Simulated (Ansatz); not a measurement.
# CH7BSSi: one species, many methods

Aim: compute CH7BSSi with functionals from several rungs and with coupled cluster. The yardstick is the atomisation energy at the CCSD(T) limit.

Computed with Ansatz 0.2.0, Gaussian basis. Level: functionals in def2-TZVPP, the program's frozen cores in correlated methods.

Plan: LDA (SPW92), PBE-D4, revPBE-D4, BLYP-D4, r2SCAN-D4, B97M-V, PBE0-D4, B3LYP-D4, r2SCANh-D4, r2SCAN0-D4, HSE06-D4, BHLYP-D4, CAM-B3LYP-D4, LC-ωPBE, ωB97X-V, ωB97M-V, B2PLYP, PBE-QIDH; CCSD(T)/def2-SVP; CCSD(T)/def2-TZVPP; MP2/def2-QZVPP; extrapolation to the limit; RPA on PBE.

## (1) The relaxed structure

All runs share one geometry, relaxed beforehand with PBE0-D4 in a triple-zeta def2 set.

11 atoms, charge 0, spin multiplicity 1.

Atoms are counted from 1 here; the program's logs count them from 0.

Bond lengths: B1–Si2 1.963 Å, B1–S3 2.004 Å, B1–H5 1.197 Å, B1–H6 1.196 Å, Si2–S3 2.235 Å, Si2–H7 1.484 Å, Si2–H8 1.486 Å, S3–C4 1.808 Å, C4–H9 1.090 Å, C4–H10 1.089 Å, C4–H11 1.089 Å. Angles: Si2–B1–S3 68.6°, Si2–B1–H5 115.0°, Si2–B1–H6 120.0°, S3–B1–H5 108.2°, S3–B1–H6 110.5°, H5–B1–H6 120.8°, B1–Si2–S3 56.6°, B1–Si2–H7 124.5°, B1–Si2–H8 125.7°, S3–Si2–H7 107.4°, S3–Si2–H8 105.2°, H7–Si2–H8 109.6°, B1–S3–Si2 54.9°, B1–S3–C4 102.7°, Si2–S3–C4 101.0°, S3–C4–H9 107.7°, S3–C4–H10 109.2°, S3–C4–H11 110.2° and more.

## (2) LDA

This LDA is Slater exchange with PW92 correlation.

Contents of in.yaml:

```yaml
crystal:
  periodic: [false, false, false]
  atoms:
    - {symbol: B, position_ang: [-0.805066, 1.305454, 0.078181]}
    - {symbol: Si, position_ang: [0.472996, 0.792116, -1.320624]}
    - {symbol: S, position_ang: [0.738447, 0.278032, 0.837789]}
    - {symbol: C, position_ang: [0.109692, -1.416939, 0.869902]}
    - {symbol: H, position_ang: [-0.718892, 2.439306, 0.451940]}
    - {symbol: H, position_ang: [-1.822585, 0.691359, 0.212202]}
    - {symbol: H, position_ang: [1.642891, 1.608976, -1.730219]}
    - {symbol: H, position_ang: [0.498179, -0.509415, -2.037805]}
    - {symbol: H, position_ang: [-0.369977, -1.574651, 1.835470]}
    - {symbol: H, position_ang: [0.941304, -2.109433, 0.747686]}
    - {symbol: H, position_ang: [-0.621589, -1.561806, 0.076178]}
basis:
  gaussian: {orbitals: def2-TZVPP}
hamiltonian: {xc: lda}
output: {orbitals: {seedname: orbitals}}
```

Launch:

```sh
> ansatz run in.yaml --threads 2 --pin off --events-out ev --progress --plain --max-ram 4352MiB
```

After this run come: PBE-D4 (GGA); revPBE-D4 (GGA); BLYP-D4 (GGA); r2SCAN-D4 (meta-GGA); B97M-V (meta-GGA); B3LYP-D4 (hybrid); r2SCANh-D4 (hybrid); r2SCAN0-D4 (hybrid); HSE06-D4 (hybrid); BHLYP-D4 (hybrid); CAM-B3LYP-D4 (range-separated); LC-ωPBE (range-separated); ωB97X-V (range-separated); ωB97M-V (range-separated); B2PLYP (double hybrid); PBE-QIDH (double hybrid); CCSD(T) in def2-SVP; CCSD(T) in def2-TZVPP; MP2 in def2-QZVPP; RPA on PBE orbitals.

**Question.** What will the summary of the whole plan be? Wanted: atomisation energy, CCSD(T)/CBS; farthest beyond LDA; mean size of error, GGA; mean size of error, meta-GGA; mean size of error, hybrid; mean size of error, range-separated; mean size of error, double hybrid; gap, smallest and largest; T1 diagnostic.

The runs gave:

| quantity | value |
| --- | --- |
| atomisation energy, CCSD(T)/CBS | 37.715 eV |
| functionals within 0.189 eV (0.5 %) | revPBE-D4, B3LYP-D4, r2SCAN0-D4, CAM-B3LYP-D4, PBE-QIDH |
| farthest beyond LDA | BHLYP-D4 (-0.633 eV) |
| mean size of error, GGA | 0.291 eV |
| mean size of error, meta-GGA | 0.437 eV |
| mean size of error, hybrid | 0.250 eV |
| mean size of error, range-separated | 0.215 eV |
| mean size of error, double hybrid | 0.241 eV |
| gap, smallest and largest | 4.32 eV (LDA (SPW92)), 10.89 eV (LC-ωPBE) |
| T1 diagnostic | 0.0121 |
| triples share of the correlation energy | 4.3 % |

LDA overbinds by 5.034 eV (13 %). PBE-D4 is off by +0.586 eV. Double hybrids carry the basis error of their MP2 part in triple zeta, and no dispersion term here, so their miss is partly the set-up's. By mean error the best rung here is range-separated (0.215 eV) and the worst beyond LDA is meta-GGA (0.437 eV). The gap between the best rungs is small, so their order is not settled. Misses under about 0.189 eV are within the doubt on the reference itself, which lacks core-valence correlation, relativity and higher excitations. Hartree-Fock recovers 75 % of the binding; the rest is correlation. CCSD(T) in def2-SVP is off by -2.131 eV, so the small basis spoils what the method gains. The gap grows from 4.3 to 10.9 eV across the functionals, mostly with the share of exact exchange.
